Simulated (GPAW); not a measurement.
Runs of GPAW 26.7.0 on Zr4C5. The cell holds a slab with vacuum, 9 atoms: a = 3.324 Å, b = 3.324 Å, c = 25.855 Å, α = 90.00°, β = 90.00°, γ = 120.00°. 

| task | level | potentials or basis | cell | series job | gap on the mesh (eV) | work function (eV) |
| --- | --- | --- | --- | --- | --- | --- |
| relaxation of the atoms | LDA | the program's PAW data sets (release 1.2.1) made for this functional, pw | atoms relaxed from: the (1 1 1) slab of ZrC, cut from the database cell, not relaxed | - | none | 7.00 |
| relaxation of the atoms | PBE | GPAW PAW data sets (gpaw-data 1.2.1), pw | atoms relaxed from: the (1 1 1) slab of ZrC, cut from the database cell, not relaxed | - | none | (a) |
| relaxation of the atoms | RPBE | the program's PAW data sets (release 1.2.1) made for this functional, pw | atoms relaxed from: the (1 1 1) slab of ZrC, cut from the database cell, not relaxed | - | none | 6.72 |
| relaxation of the atoms | PBEsol | PAW data sets generated in the run's folder for this functional, pw | atoms relaxed from: the (1 1 1) slab of ZrC, cut from the database cell, not relaxed | - | none | 6.84 |

Alike in all rows: no spin polarisation; k mesh 7 × 7 × 1; cutoff (eV) 600; smearing fermi-dirac 0.05 eV.

Estimate the missing entries.

(a) 6.81.

Caveats: later steps reuse the first step's grids.

A k mesh can miss the band edges, and the runs leave out spin-orbit coupling on Zr.

A gap of «none» marks a metal or a gap under the smearing width.
